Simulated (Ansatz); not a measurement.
# Sr3Mg and its elements: a formation energy from the elements

With Ansatz 0.2.0, Python API.

`sr3mg_sr3mg.vasp`
```text
Sr3Mg
1.0
   4.20783525    0.00000000    0.00000000
  -2.10391762    3.64409222    0.00000000
   0.00000000    0.00000000   12.37334800
Sr Mg
3 1
Direct
   0.66666667    0.33333333    0.00000000
   0.00000000    0.00000000    0.28473000
   0.00000000    0.00000000    0.71527000
   0.66666667    0.33333333    0.50000000
```

Input file `sr3mg_sr.vasp`:
```text
Sr
1.0
   0.00000000    3.04235000    3.04235000
   3.04235000    0.00000000    3.04235000
   3.04235000    3.04235000    0.00000000
Sr
1
Direct
   0.00000000    0.00000000    0.00000000
```

`sr3mg_mg.vasp`
```text
Mg
1.0
   3.20930000    0.00000000    0.00000000
  -1.60465000    2.77933533    0.00000000
   0.00000000    0.00000000    5.21030000
Mg
2
Direct
   0.33333333    0.66666667    0.25000000
   0.66666667    0.33333333    0.75000000
```

The cells in order, each with its output:

In [1]:
```python
from collections import Counter

import ansatz
from ase.io import read
import numpy as np
```

In [2]:
```python
FUNCTIONAL = 'lda'
TOLERANCE = 1e-08
N_EMPTY = 12
CUTOFF_EV = 380
K_SPACING = 0.39
OCCUPATIONS = 'cold'
SMEARING_WIDTH = 0.05
```

In [3]:
```python
def run_phase(name, crystal):
    calc = (
        crystal.calculation()
        .mixing('msr1', preconditioner='kerker_dos')
        .functional(FUNCTIONAL)
        .scf(tolerance=TOLERANCE, extra_bands=N_EMPTY)
        .basis(CUTOFF_EV)
        .kpoints(spacing=K_SPACING)
        .occupations(OCCUPATIONS, width=SMEARING_WIDTH)
        .stress()
    )
    calc = calc.relax(force_tolerance=0.03, max_steps=60, fix_cell=['shape'])
    return calc.run(threads=1)


def counts(outcome):
    return Counter(site.symbol for site in outcome.lattice.sites)
```

In [4]:
```python
def formation_energy(outcome, mu):
    n = counts(outcome)
    return (outcome.report['energy_sigma0_ev'] - sum(k * mu[element] for element, k in n.items())) / sum(n.values())
```

In [5]:
```python
def volume_per_atom(outcome):
    return abs(np.linalg.det(outcome.lattice.cell_ang)) / len(outcome.lattice.sites)
```

In [6]:
```python
phases = {}
atoms = read('sr3mg_sr3mg.vasp', format='vasp')
sr3mg = ansatz.Crystal.from_ase(atoms)
phases['Sr3Mg'] = sr3mg
atoms = read('sr3mg_sr.vasp', format='vasp')
sr = ansatz.Crystal.from_ase(atoms)
phases['Sr'] = sr
atoms = read('sr3mg_mg.vasp', format='vasp')
mg = ansatz.Crystal.from_ase(atoms)
phases['Mg'] = mg
```

In [7]:
```python
done = {}
for name, crystal in phases.items():
    done[name] = run_phase(name, crystal)
    print(f'{name}: {done[name].report["energy_sigma0_ev"]:.4f} eV, {len(done[name].lattice.sites)} atoms')
```
```text
DeckWarning: basis.ecutwfc = 380 eV is below the records' recommended 420 eV, and the density's cutoff is lower with it unless basis.ecutrho_ratio is high enough to keep the records' density cutoff: compare with a run at a higher cutoff
DeckWarning: relax.cell: scf.convergence.dr2_threshold = 1e-8 eV is looser than the 4e-10 eV advised for a relaxation that steers and ends on the stress (1e-10 eV for each atom of the cell: 4). What an SCF threshold leaves in a stress goes as its square root, [...]
Sr3Mg: -12234.3460 eV, 4 atoms
DeckWarning: relax.cell: scf.convergence.dr2_threshold = 1e-8 eV is looser than the 1e-10 eV advised for a relaxation that steers and ends on the stress (1e-10 eV for each atom of the cell: 1). What an SCF threshold leaves in a stress goes as its square root, [...]
Sr: -3444.3369 eV, 1 atoms
DeckWarning: relax.cell: scf.convergence.dr2_threshold = 1e-8 eV is looser than the 2e-10 eV advised for a relaxation that steers and ends on the stress (1e-10 eV for each atom of the cell: 2). What an SCF threshold leaves in a stress goes as its square root, [...]
Mg: -3803.1370 eV, 2 atoms
```

In [8]:
```python
# energy of one atom in its reference phase
references = {'Sr': 'Sr', 'Mg': 'Mg'}
mu = {element: done[name].report['energy_sigma0_ev'] / len(done[name].lattice.sites) for element, name in references.items()}
```

In [9]:
```python
target = done['Sr3Mg']
heat = formation_energy(target, mu)
n = counts(target)
print('cell content:', dict(n), ' volume', round(volume_per_atom(target), 3), 'A^3/atom')
print('formation energy', round(heat, 4), 'eV/atom,', round(heat * sum(n.values()), 4), 'eV per cell')
print('bound against the elements' if heat < 0 else 'unbound against the elements')
```
```text
cell content: {<Element.SR: 'Sr'>: 3, <Element.MG: 'Mg'>: 1}  volume 42.681 A^3/atom
formation energy 0.0583 eV/atom, 0.2333 eV per cell
unbound against the elements
```

These settings explore the input space; cutoff and mesh may be short of convergence. The cutoff lies under the one recommended for these potentials. For the metals among these phases the mesh is modest: differences between phases can be off by up to 40 meV an atom. Atoms and volume are relaxed with the cell's shape held, which in cells of lower than cubic symmetry can hide stresses and shift volumes. The cells come from databases of deposited and of computed structures, and not all need be stable phases. Warnings are shown shortened and without file and line. The compound is the structure given, not necessarily its lowest; energies are at zero temperature, with no correction for gases. A semilocal functional's error on such energies is often 0.05 to 0.1 eV an atom, and 0.1 to 0.3 eV against gases such as O2 or F2. Hardware and time: 39 s on 1 thread of Arm Neoverse N1 (shared host), peak memory 0.45 GiB.
